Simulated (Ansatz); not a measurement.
# AlH3O3: the cost of one run

Program: Ansatz 0.2.0, Gaussian basis. Level of theory: PBE0-D4/def2-TZVP structures, single points in def2-TZVPP, no counterpoise correction. These are calculated values, not measurements.

Levels: SPW92, PBE-D4, BLYP-D4, r2SCAN-D4, B97M-V, PBE0-D4, B3LYP-D4, r2SCAN0-D4, BHLYP-D4, CAM-B3LYP-D4, wB97X-V, wB97M-V, B2PLYP, PBE-QIDH, RPA on PBE, Hartree-Fock, MP2, CCSD, CCSD(T).

Correlated methods freeze the cores. B3LYP uses VWN-RPA correlation. B2PLYP carries no dispersion term here.

94 further runs of the same task are left out: 94 set aside as unsound or not needed.

### Step 1. The starting structure

The complex: 13 atoms, charge 0, spin multiplicity 1.

Atoms are counted from 1 here; the program's logs count them from 0.

Bond lengths: Al1–O2 1.727 Å, Al1–O3 1.717 Å, Al1–O4 1.710 Å, Al1–O6 1.945 Å, O2–H8 0.953 Å, O3–H9 0.955 Å, O4–H10 0.955 Å, H5–O6 0.967 Å, O6–C7 1.433 Å, C7–H11 1.087 Å, C7–H12 1.090 Å, C7–H13 1.090 Å. Angles: O2–Al1–O3 118.1°, O2–Al1–O4 121.4°, O2–Al1–O6 87.7°, O3–Al1–O4 113.8°, O3–Al1–O6 100.8°, O4–Al1–O6 107.7°, Al1–O2–H8 123.4°, Al1–O3–H9 119.4°, Al1–O4–H10 121.2°, Al1–O6–H5 101.9°, Al1–O6–C7 122.1°, H5–O6–C7 112.1°, O6–C7–H11 106.5°, O6–C7–H12 109.3°, O6–C7–H13 110.5°, H11–C7–H12 109.6°, H11–C7–H13 109.4°, H12–C7–H13 111.5°.

Geometry (Å):

| atom | x (Å) | y (Å) | z (Å) |
| --- | --- | --- | --- |
| Al1 | -0.1775 | -0.8439 | 0.5805 |
| O2 | 1.3926 | -1.5542 | 0.6923 |
| O3 | -1.1461 | -1.2333 | -0.7830 |
| O4 | -1.0797 | -0.4515 | 1.9794 |
| H5 | 1.5622 | 0.4582 | -0.2979 |
| O6 | 0.6883 | 0.7832 | -0.0410 |
| C7 | 0.1059 | 1.6167 | -1.0504 |
| H8 | 1.5536 | -2.4893 | 0.5982 |
| H9 | -2.0834 | -1.3763 | -0.6669 |
| H10 | -0.6628 | -0.3921 | 2.8362 |
| H11 | -0.8133 | 2.0163 | -0.6284 |
| H12 | 0.7887 | 2.4350 | -1.2794 |
| H13 | -0.1284 | 1.0313 | -1.9394 |

Its parts: AlH3O3 holds atoms 1, 2, 3, 4, 8, 9, 10; CH4O holds atoms 5, 6, 7, 11, 12, 13. Each part counts its atoms afresh in its own runs.

### Step 2. Relaxing AlH3O3 alone

Contents of relax-a/in.yaml:

```yaml
crystal:
  periodic: [false, false, false]
  atoms:
    - {symbol: Al, position_ang: [-0.177463, -0.843914, 0.580451]}
    - {symbol: O, position_ang: [1.392583, -1.554221, 0.692306]}
    - {symbol: O, position_ang: [-1.146135, -1.233342, -0.782966]}
    - {symbol: O, position_ang: [-1.079725, -0.451490, 1.979403]}
    - {symbol: H, position_ang: [1.553617, -2.489282, 0.598243]}
    - {symbol: H, position_ang: [-2.083404, -1.376327, -0.666905]}
    - {symbol: H, position_ang: [-0.662784, -0.392127, 2.836220]}
basis:
  gaussian: {orbitals: def2-TZVP}
hamiltonian: {xc: pbe0, dispersion: d4}
relax: {f_tol: 0.005, max_steps: 200}
```

Launch:

```
$ ansatz run in.yaml --threads 8 --pin off --events-out ev --progress --plain --max-ram 19148MiB
```

**Question.** How long does this run take on 8 threads of Arm Neoverse V2, shared host?

About 4.3 s.
